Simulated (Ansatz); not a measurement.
# C3H9GaGe: up Jacob's ladder to CCSD(T)

Aim: compute C3H9GaGe with functionals from several rungs and with coupled cluster. The yardstick is the atomisation energy at the CCSD(T) limit.

The runs use Ansatz 0.2.0, Gaussian basis; functionals in def2-TZVPP, the program's frozen cores in correlated methods.

Levels to be run: LDA (SPW92), PBE-D4, revPBE-D4, BLYP-D4, r2SCAN-D4, B97M-V, PBE0-D4, B3LYP-D4, r2SCANh-D4, r2SCAN0-D4, HSE06-D4, BHLYP-D4, CAM-B3LYP-D4, LC-ωPBE, ωB97X-V, ωB97M-V, B2PLYP, PBE-QIDH; CCSD(T)/def2-SVP; CCSD(T)/def2-TZVPP; MP2/def2-QZVPP; extrapolation to the limit; RPA on PBE.

## (1) The relaxed structure

The geometry comes from an earlier relaxation with PBE0-D4 in a triple-zeta def2 set; it is a stationary point, not always the lowest conformer.

SMILES `[GaH2][CH]1C[CH2][GeH2]1`, 14 atoms, charge 0, spin multiplicity 1.

Atoms are counted from 1 here; the program's logs count them from 0.

Bond lengths: Ga1–C2 1.953 Å, Ga1–H6 1.572 Å, Ga1–H7 1.575 Å, C2–C3 1.554 Å, C2–Ge5 1.995 Å, C2–H8 1.091 Å, C3–C4 1.545 Å, C3–H9 1.095 Å, C3–H10 1.094 Å, C4–Ge5 1.969 Å, C4–H11 1.092 Å, C4–H12 1.089 Å, Ge5–H13 1.541 Å, Ge5–H14 1.546 Å. Angles: C2–Ga1–H6 120.0°, C2–Ga1–H7 119.6°, H6–Ga1–H7 120.3°, Ga1–C2–C3 118.5°, Ga1–C2–Ge5 108.4°, Ga1–C2–H8 110.5°, C3–C2–Ge5 87.4°, C3–C2–H8 115.6°, Ge5–C2–H8 114.4°, C2–C3–C4 102.9°, C2–C3–H9 114.7°, C2–C3–H10 109.6°, C4–C3–H9 113.4°, C4–C3–H10 109.5°, H9–C3–H10 106.7°, C3–C4–Ge5 88.5°, C3–C4–H11 111.9°, C3–C4–H12 116.2° and more.

## (2) LDA

This LDA is Slater exchange with PW92 correlation.

in.yaml

```yaml
crystal:
  periodic: [false, false, false]
  atoms:
    - {symbol: Ga, position_ang: [-1.573250, 0.163810, 1.536935]}
    - {symbol: C, position_ang: [0.182456, 0.528016, 0.763371]}
    - {symbol: C, position_ang: [1.056095, -0.673770, 0.309030]}
    - {symbol: C, position_ang: [0.617425, -0.884865, -1.157615]}
    - {symbol: Ge, position_ang: [-0.057209, 0.965291, -1.167968]}
    - {symbol: H, position_ang: [-2.355386, 1.305220, 2.282124]}
    - {symbol: H, position_ang: [-2.230987, -1.254215, 1.341315]}
    - {symbol: H, position_ang: [0.701333, 1.296276, 1.338643]}
    - {symbol: H, position_ang: [0.954611, -1.572498, 0.926457]}
    - {symbol: H, position_ang: [2.112989, -0.391193, 0.336889]}
    - {symbol: H, position_ang: [-0.221947, -1.579273, -1.235399]}
    - {symbol: H, position_ang: [1.396155, -1.194786, -1.852301]}
    - {symbol: H, position_ang: [0.894879, 2.050808, -1.707444]}
    - {symbol: H, position_ang: [-1.477173, 1.241159, -1.714058]}
basis:
  gaussian: {orbitals: def2-TZVPP}
hamiltonian: {xc: lda}
output: {orbitals: {seedname: orbitals}}
```

On the command line:

```sh
ansatz run in.yaml --threads 2 --pin off --events-out ev --progress --plain --max-ram 22528MiB --backend cuda --devices 0, --max-vram 18GiB
```

Further steps of the session: PBE-D4 (GGA); revPBE-D4 (GGA); BLYP-D4 (GGA); r2SCAN-D4 (meta-GGA); B97M-V (meta-GGA); B3LYP-D4 (hybrid); r2SCANh-D4 (hybrid); r2SCAN0-D4 (hybrid); HSE06-D4 (hybrid); BHLYP-D4 (hybrid); CAM-B3LYP-D4 (range-separated); LC-ωPBE (range-separated); ωB97X-V (range-separated); ωB97M-V (range-separated); B2PLYP (double hybrid); PBE-QIDH (double hybrid); CCSD(T) in def2-SVP; CCSD(T) in def2-TZVPP; MP2 in def2-QZVPP; RPA on PBE orbitals.

Q: Predict the results of all the runs planned. Wanted: atomisation energy, CCSD(T)/CBS; farthest beyond LDA; mean size of error, GGA; mean size of error, meta-GGA; mean size of error, hybrid; mean size of error, range-separated; mean size of error, double hybrid; gap, smallest and largest; T1 diagnostic.

As calculated:

| quantity | value |
| --- | --- |
| atomisation energy, CCSD(T)/CBS | 4736.5 kJ/mol |
| functionals within 47.4 kJ/mol (1.0 %) | PBE-D4, r2SCAN-D4, B97M-V, PBE0-D4, r2SCANh-D4, r2SCAN0-D4, HSE06-D4, CAM-B3LYP-D4, LC-ωPBE, ωB97X-V, ωB97M-V, PBE-QIDH |
| farthest beyond LDA | BHLYP-D4 (-130.8 kJ/mol) |
| mean size of error, GGA | 63.4 kJ/mol |
| mean size of error, meta-GGA | 7.9 kJ/mol |
| mean size of error, hybrid | 42.3 kJ/mol |
| mean size of error, range-separated | 17.3 kJ/mol |
| mean size of error, double hybrid | 48.7 kJ/mol |
| gap, smallest and largest | 3.85 eV (LDA (SPW92)), 10.53 eV (LC-ωPBE) |
| T1 diagnostic | 0.0117 |
| triples share of the correlation energy | 4.0 % |

What this shows: The LDA atomisation energy is off by 625.7 kJ/mol (13 %): it overbinds. PBE-D4 is off by +29.2 kJ/mol. Double hybrids carry the basis error of their MP2 part in triple zeta, and no dispersion term here, so their miss is partly the set-up's. The rungs meta-GGA, range-separated, hybrid miss on average by less than the doubt on the reference (47.4 kJ/mol), so they tie. Misses under about 47.4 kJ/mol are within the doubt on the reference itself, which lacks core-valence correlation, relativity and higher excitations, and its outer-core shells are covered unevenly. Hartree-Fock recovers 73 % of the binding; the rest is correlation. CCSD(T) in def2-SVP is off by -231.1 kJ/mol, so the small basis spoils what the method gains. The gap grows from 3.8 to 10.5 eV across the functionals, mostly with the share of exact exchange. Correlated methods include outer-core shells of Ga, Ge, which these sets cover unevenly.
